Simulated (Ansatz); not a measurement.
CoO:

```xyz
2
Lattice="2.5705 0.0000 0.0000 0.0000 2.5705 0.0000 0.0000 0.0000 2.5705" Properties=species:S:1:pos:R:3 pbc="T T T"
Co    0.0000    0.0000    0.0000
O     1.2853    1.2853    1.2853
```

Measurements of this composition are mostly on another form, of space group No. 225.

```yaml
Program: Ansatz 0.2.0
Task: relaxation of cell and atoms
Functional: HSE03
Potentials_or_basis: Ansatz PAW
Cutoff: "420 eV (not typed: the program's choice for these potentials)"
k_mesh: 5 × 5 × 5
Occupations: fermi-dirac, width 0.05 eV
Spin: collinear spin, ferromagnetic start
Starting_moments: "[2.0, 0.0] μB"
```

At the start: volume 8.49 Å³/atom.

Q: Where does the relaxation end?

A: It ends after 7 steps and the volume is 8.99 Å³/atom (+5.9 %); space group Pm-3m (No. 221, to 0.05 Å); moment 3.00 μB per cell.

The path:
| step | energy change (eV) | largest force (eV/Å) | volume (Å³) |
| --- | --- | --- | --- |
| 1 | 0.0000 | 0.0000 | 16.99 |
| 2 | -0.0277 | 0.0000 | 17.50 |
| 3 | -0.0336 | 0.0000 | 17.92 |
| 4 | -0.0335 | 0.0000 | 17.95 |
| 5 | -0.0389 | 0.0000 | 17.95 |
| 6 | -0.0388 | 0.0000 | 17.98 |
| 7 | -0.0388 | 0.0000 | 17.98 |

Final structure:
```
CELL_PARAMETERS angstrom
2.61983 0.00000 0.00000
0.00000 2.61983 0.00000
0.00000 0.00000 2.61983
ATOMIC_POSITIONS crystal
Co 0.00000 0.00000 0.00000
O 0.50000 0.50000 0.50000
```

Caveat: the k mesh is coarse (spacing up to 0.49 Å⁻¹), so the values aren't converged, least of all with exact exchange; the magnetic or orbital state may not be the lowest; the plane-wave basis is chosen anew once the cell has moved, so the energies of steps on either side of that aren't comparable; the pressure holds a Pulay correction of +0.9 GPa for the finite cutoff; a cell with one magnetic atom can't hold antiferromagnetic order, which such compounds often take; the PAW data sets come from PBE, with cores solved anew for the run's functional, which leaves a small shift of forces and pressure.
